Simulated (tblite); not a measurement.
# C6H7BrN2Si: the cost of one run

The runs use tblite 0.8.0 and PySCF 2.14.0, with density-fitted response routines of our own; the level of theory stands in each step. All values are computed, except where a source is named. Atoms count from 0, in the outputs and in this text.

## Step 1: Starting geometry

17 atoms, charge 0, multiplicity 1; geometry from: force field or distance geometry start.

Bonds of the start (Å): N0–C1 1.17, C1–C2 1.41, C2–C3 1.36, C3–Si4 1.86, Si4–C5 1.84, C5–Br6 1.96, Si4–C7 1.87, C7–C8 1.47, C8–N9 1.17, C2–H10 1.08, C3–H11 1.07, Si4–H12 1.49, C5–H13 1.08, C5–H14 1.10, C7–H15 1.09, C7–H16 1.09.

## Step 2: Optimising the geometry with GFN2-xTB

What the job is given:

```
{"job": {"kind": "relax", "xc": "GFN2-xTB", "basis": "xTB"}, "charge": 0, "multiplicity": 1}
N      2.321100    -0.398600     2.153900
C      2.381600    -0.193300     1.005300
C      2.414400     0.026400    -0.385900
C      1.311500     0.193600    -1.162500
Si    -0.477900     0.173900    -0.638900
C     -0.902700     1.559100     0.501200
Br    -0.427200     3.274600    -0.309000
C     -0.941500    -1.475600     0.106000
C     -2.372400    -1.543100     0.418600
N     -3.512500    -1.575700     0.676900
H      3.384600     0.076000    -0.852500
H      1.433200     0.359500    -2.217300
H     -1.244700     0.331500    -1.901000
H     -1.963500     1.614700     0.717700
H     -0.353100     1.518500     1.450300
H     -0.693800    -2.279600    -0.588400
H     -0.364000    -1.649900     1.015800
```

Run with:

```console
> OMP_NUM_THREADS=1 python probes_run.py task.json out
```

The driver reads the jobs from task.json and runs them one after another.

**Question.** How long does this first job take on 1 thread of Arm Neoverse N1, shared host, and how much memory does it need?

About 1.1 s, with a peak of 0.18 GiB.
